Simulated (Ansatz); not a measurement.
# Ta3Ru2: the cost of one run

Computed with Ansatz 0.2.0 (DFT PBEsol, scalar-relativistic, plane waves, PAW, unless a step's input says otherwise).

### Step 1. Starting point

It takes space group P4/mmm (No. 123, tetragonal). The conventional cell has a = 3.189 Å, b = 3.189 Å, c = 15.636 Å, α = 90.00°, β = 90.00°, γ = 90.00°. Around Ta (site symmetry 4mm) lie 4 Ru at 2.78 Å and 10 Ta at 2.79 to 3.28 Å. Around Ta (site symmetry 4mm) lie 8 Ru at 2.71 to 2.72 Å and 6 Ta at 3.05 to 3.19 Å. Ta (site symmetry 4/mmm) has 8 Ru at 2.72 Å and 6 Ta at 3.05 to 3.19 Å as nearest neighbours. Ta (site symmetry 4/mmm) is surrounded by 12 Ta at 2.79 to 3.19 Å. Ru (site symmetry 4mm) is surrounded by 8 Ta at 2.71 to 2.78 Å and 1 Ru at 3.03 Å. Around Ru (site symmetry 4mm) lie 8 Ta at 2.72 Å and 6 Ru at 3.03 to 3.19 Å.

As a file:

```cif
data_structure
_symmetry_space_group_name_H-M 'P4/mmm'
_symmetry_Int_Tables_number 123
_cell_length_a 3.1889
_cell_length_b 3.1889
_cell_length_c 15.6359
_cell_angle_alpha 90.000
_cell_angle_beta 90.000
_cell_angle_gamma 90.000
_cell_volume 159.01
loop_
_atom_site_label
_atom_site_type_symbol
_atom_site_symmetry_multiplicity
_atom_site_Wyckoff_symbol
_atom_site_fract_x
_atom_site_fract_y
_atom_site_fract_z
_atom_site_occupancy
Ta1 Ta 2 g 0.00000 0.00000 0.89521 1
Ta2 Ta 2 g 0.00000 0.00000 0.30475 1
Ta3 Ta 1 b 0.00000 0.00000 0.50000 1
Ta4 Ta 1 c 0.50000 0.50000 0.00000 1
Ru1 Ru 2 h 0.50000 0.50000 0.20877 1
Ru2 Ru 2 h 0.50000 0.50000 0.40259 1
```

It goes back to an entry of the Materials Project, which need not be the stable form.

This cell was relaxed beforehand with the same method: volume 15.90 Å³/atom, gap on the mesh none (metal).

### Step 2. Zero of energy

The reference gives a free energy of -82107.6839 eV, pressure 0.01 GPa, largest force 0.018 eV/Å and gap on the mesh none (metal). It was computed beforehand with the settings of the runs below.

### Step 3. Setting up a stacking-fault curve

The cut lies on the cell's a–b face, a (0 0 1) plane of area 10.17 Å², between layers 1.64 Å apart (Ta below, Ta above); the cell is 15.6 Å thick. Vector c is tilted by f times 1·a − 1·b (length 4.510 Å) with the atoms' Cartesian places fixed: one unrelaxed fault per cell.

### Step 4. Point f = 0.167

Input file input.yaml:

```yaml
crystal:
  lattice:
    - [-3.1889496264, 0.0, 0.0]
    - [0.0, -3.1889496264, 0.0]
    - [-0.5315979027, 0.5315979027, 15.6359032188]
  atoms:
    - { symbol: Ta, position: [0.8595042068, 0.1404957932, 0.8428061979] }
    - { symbol: Ta, position: [0.9912659532, 0.0087340468, 0.0523938021] }
    - { symbol: Ta, position: [0.9579328513, 1.0420671487, 0.252352422] }
    - { symbol: Ta, position: [0.92538508, 1.07461492, 0.4476] }
    - { symbol: Ta, position: [0.8928373087, 1.1071626913, 0.642847578] }
    - { symbol: Ta, position: [0.34203508, 0.65796492, 0.9476] }
    - { symbol: Ru, position: [0.473933325, 0.526066675, 0.1563687761] }
    - { symbol: Ru, position: [0.4416230019, 0.5583769981, 0.3501919502] }
    - { symbol: Ru, position: [0.4091471581, 0.5908528419, 0.5450080498] }
    - { symbol: Ru, position: [0.376836835, 0.623163165, 0.7388312239] }
basis:
  ecutwfc: 420
kpoints:
  mp_grid: { grid: [12, 12, 3] }
hamiltonian:
  xc: pbesol
scf:
  occupations: { method: gaussian, width: 0.15 }
output:
  forces: true
  stress: true
  eigenvalues: true
```

Started as:

```bash
$ ansatz run input.yaml --threads 2 --pin off --max-ram 5120MiB --backend cpu --events-out ev --progress --plain --runs-dir out
```

Q: Estimate wall time and peak memory on 2 threads of Intel Xeon 6975P-C (Granite Rapids), shared host.

About 30 s, with a peak of 1.3 GiB.
